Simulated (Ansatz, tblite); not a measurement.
# Sn30H36 off sphere (Sn₃₀H₃₆): a ladder of methods and basis sets

One table from this session's results is given with a row withheld; the runs are named, their logs left out.

Method: as each input shows; program: Ansatz 0.2.0, Gaussian basis.

Levels to be run: GFN1-xTB, GFN2-xTB, PBE-D4/def2-SVP, r2SCAN-D4/def2-SVP, B97M-V/def2-SVP, r2SCAN-D4/def2-mTZVP, MP2/def2-SVP.

2 further runs of the same task are left out: 1 for a known fault of the program, 1 set aside as unsound or not needed. Runs told in other sessions of the task aren't counted.

### The structure

The singlet was relaxed beforehand with PBE-D4/def2-SVP.

66 atoms, charge 0, spin multiplicity 1.

Bond lengths: Sn1–Sn15 2.823 Å, Sn1–Sn17 2.816 Å, Sn1–H31 1.740 Å, Sn1–H32 1.737 Å, Sn2–Sn16 2.822 Å, Sn2–Sn18 2.819 Å, Sn2–H33 1.740 Å, Sn2–H34 1.737 Å, Sn3–Sn15 2.824 Å, Sn3–Sn20 2.819 Å, Sn3–Sn21 2.820 Å, Sn3–H35 1.746 Å, Sn4–Sn19 2.824 Å, Sn4–Sn20 2.822 Å, Sn4–Sn22 2.824 Å, Sn4–H36 1.746 Å, Sn5–Sn16 2.826 Å, Sn5–Sn23 2.819 Å and more. Angles: Sn15–Sn1–Sn17 111.5°, Sn15–Sn1–H31 109.1°, Sn15–Sn1–H32 110.1°, Sn17–Sn1–H31 109.8°, Sn17–Sn1–H32 108.9°, H31–Sn1–H32 107.3°, Sn16–Sn2–Sn18 108.5°, Sn16–Sn2–H33 109.1°, Sn16–Sn2–H34 111.1°, Sn18–Sn2–H33 109.4°, Sn18–Sn2–H34 111.3°, H33–Sn2–H34 107.4°, Sn15–Sn3–Sn20 110.8°, Sn15–Sn3–Sn21 109.5°, Sn15–Sn3–H35 109.0°, Sn20–Sn3–Sn21 108.2°, Sn20–Sn3–H35 109.9°, Sn21–Sn3–H35 109.4° and more.

Sn takes a core potential in the def2 sets. No spin-orbit coupling is included.

PBE0-D4/def2-SVP was run before; its log isn't repeated, and its numbers join the tables.

The first run:

Tight binding, by tblite at 300 K electronic temperature and without a spin-polarisation term:

```python
tblite.interface.Calculator('GFN1-xTB', numbers, positions, charge=0, uhf=0).singlepoint()
```

Tight binding, by tblite at 300 K electronic temperature and without a spin-polarisation term:

```python
tblite.interface.Calculator('GFN2-xTB', numbers, positions, charge=0, uhf=0).singlepoint()
```

start.molden holds the orbitals of an earlier run on this state, given as this run's starting guess.

File in.yaml:

```yaml
crystal:
  periodic: [false, false, false]
  atoms:
    - {symbol: Sn, position_ang: [-5.037734, -1.588576, 2.167834]}
    - {symbol: Sn, position_ang: [-5.064438, 1.867650, -1.348094]}
    - {symbol: Sn, position_ang: [-1.757390, -4.799503, 2.010696]}
    - {symbol: Sn, position_ang: [1.470123, -4.761310, -1.238371]}
    - {symbol: Sn, position_ang: [-1.753647, 1.760718, -4.516241]}
    - {symbol: Sn, position_ang: [1.465988, -1.467698, -4.513792]}
    - {symbol: Sn, position_ang: [-1.792919, -1.475738, -1.218201]}
    - {symbol: Sn, position_ang: [-1.820017, 1.825484, 2.005599]}
    - {symbol: Sn, position_ang: [1.471008, -1.474977, 2.043038]}
    - {symbol: Sn, position_ang: [1.481287, 1.791332, -1.215910]}
    - {symbol: Sn, position_ang: [-1.866051, 5.066355, -1.347633]}
    - {symbol: Sn, position_ang: [1.599453, 5.041794, 2.158321]}
    - {symbol: Sn, position_ang: [4.758238, -1.477817, -1.235146]}
    - {symbol: Sn, position_ang: [4.801306, 1.745712, 2.018158]}
    - {symbol: Sn, position_ang: [-3.394906, -3.110372, 0.449088]}
    - {symbol: Sn, position_ang: [-3.404289, 0.165516, -2.867548]}
    - {symbol: Sn, position_ang: [-3.535613, 0.284358, 3.639312]}
    - {symbol: Sn, position_ang: [-3.434125, 3.435597, 0.334288]}
    - {symbol: Sn, position_ang: [-0.141052, -3.094998, -2.852351]}
    - {symbol: Sn, position_ang: [-0.145538, -6.426892, 0.367693]}
    - {symbol: Sn, position_ang: [-0.065040, -3.234501, 3.635137]}
    - {symbol: Sn, position_ang: [3.082989, -3.089939, 0.368385]}
    - {symbol: Sn, position_ang: [-0.143562, 0.147289, -6.175319]}
    - {symbol: Sn, position_ang: [-0.159145, 3.407249, -2.862139]}
    - {symbol: Sn, position_ang: [3.095454, 0.136209, -2.851527]}
    - {symbol: Sn, position_ang: [-0.164924, 0.165991, 0.416255]}
    - {symbol: Sn, position_ang: [-0.277327, 3.546439, 3.632285]}
    - {symbol: Sn, position_ang: [3.229437, 0.057659, 3.640605]}
    - {symbol: Sn, position_ang: [3.121601, 3.388161, 0.451161]}
    - {symbol: Sn, position_ang: [6.425871, 0.135293, 0.371863]}
    - {symbol: H, position_ang: [-5.871903, -2.660877, 3.255800]}
    - {symbol: H, position_ang: [-6.245100, -0.744919, 1.247691]}
    - {symbol: H, position_ang: [-5.951901, 2.907756, -2.424239]}
    - {symbol: H, position_ang: [-6.224234, 0.956095, -0.431834]}
    - {symbol: H, position_ang: [-2.771683, -5.796752, 3.022989]}
    - {symbol: H, position_ang: [2.498164, -5.727925, -2.266516]}
    - {symbol: H, position_ang: [-2.776318, 2.785026, -5.494392]}
    - {symbol: H, position_ang: [2.494573, -2.496480, -5.480165]}
    - {symbol: H, position_ang: [-2.905277, 5.948902, -2.428683]}
    - {symbol: H, position_ang: [-0.958710, 6.229521, -0.431324]}
    - {symbol: H, position_ang: [0.759285, 6.245428, 1.229938]}
    - {symbol: H, position_ang: [2.669334, 5.880745, 3.245069]}
    - {symbol: H, position_ang: [5.725338, -2.506267, -2.262545]}
    - {symbol: H, position_ang: [5.800416, 2.757659, 3.030917]}
    - {symbol: H, position_ang: [-4.409243, -4.105822, -0.565427]}
    - {symbol: H, position_ang: [-4.382367, -0.869403, -3.877874]}
    - {symbol: H, position_ang: [-4.607939, 1.358953, 4.489939]}
    - {symbol: H, position_ang: [-2.595245, -0.553333, 4.835752]}
    - {symbol: H, position_ang: [-4.438215, 4.440700, 1.348553]}
    - {symbol: H, position_ang: [-1.181371, -4.081276, -3.850466]}
    - {symbol: H, position_ang: [-1.136804, -7.447043, -0.631328]}
    - {symbol: H, position_ang: [0.846121, -7.470473, 1.342968]}
    - {symbol: H, position_ang: [1.028236, -4.271588, 4.505739]}
    - {symbol: H, position_ang: [-0.982177, -2.348658, 4.815481]}
    - {symbol: H, position_ang: [4.078640, -4.089196, 1.399351]}
    - {symbol: H, position_ang: [-1.134865, -0.840582, -7.207257]}
    - {symbol: H, position_ang: [0.848662, 1.136427, -7.205053]}
    - {symbol: H, position_ang: [0.876535, 4.386152, -3.871014]}
    - {symbol: H, position_ang: [4.084708, 1.174382, -3.849018]}
    - {symbol: H, position_ang: [0.558024, 2.609198, 4.832881]}
    - {symbol: H, position_ang: [-1.351127, 4.622607, 4.478828]}
    - {symbol: H, position_ang: [2.340902, 0.978143, 4.816274]}
    - {symbol: H, position_ang: [4.261222, -1.036379, 4.516499]}
    - {symbol: H, position_ang: [4.124011, 4.394243, -0.564944]}
    - {symbol: H, position_ang: [7.473091, -0.856897, 1.342558]}
    - {symbol: H, position_ang: [7.441381, 1.129648, -0.628895]}
basis:
  gaussian: {orbitals: def2-SVP, fitting: {mean_field: def2-universal-jkfit}, initial_orbitals: start.molden}
hamiltonian: {xc: pbe, dispersion: d4}
scf: {omitted_lower_state_checks: [starts]}
output: {forces: true, orbitals: {seedname: orbitals}}
```

Run with:

```console
$ ansatz run in.yaml --threads 11 --pin off --events-out ev --progress --plain --max-ram 174080MiB --backend cuda --devices 0, --max-vram 75GiB
```

Steps of the session up to this table: PBE-D4/def2-SVP; r2SCAN-D4/def2-SVP; B97M-V/def2-SVP; r2SCAN-D4/def2-mTZVP; MP2/def2-SVP.

One table of the session follows, with a row left open; its other results are not shown here.

It belongs to the step «Binding energy». 

| level | binding an atom (eV) |
| --- | --- |
| HF/def2-SVP | 1.630 |
| PBE-D4/def2-SVP | 2.513 |
| r2SCAN-D4/def2-SVP | 2.501 |
| r2SCAN-D4/def2-mTZVP | 2.475 |
| B97M-V/def2-SVP | 2.566 |
| PBE0-D4/def2-SVP | ? |
| MP2/def2-SVP | 2.327 |

**Question.** Estimate the row for PBE0-D4/def2-SVP.

As computed: binding an atom (eV): 2.507. In the column «binding an atom (eV)» it lies between r2SCAN-D4/def2-SVP (2.501) and PBE-D4/def2-SVP (2.513).

Caveats from the session: Free atoms were run apart at each level; binding is atoms less cluster, divided by the number of atoms, without zero-point or spin-orbit terms.
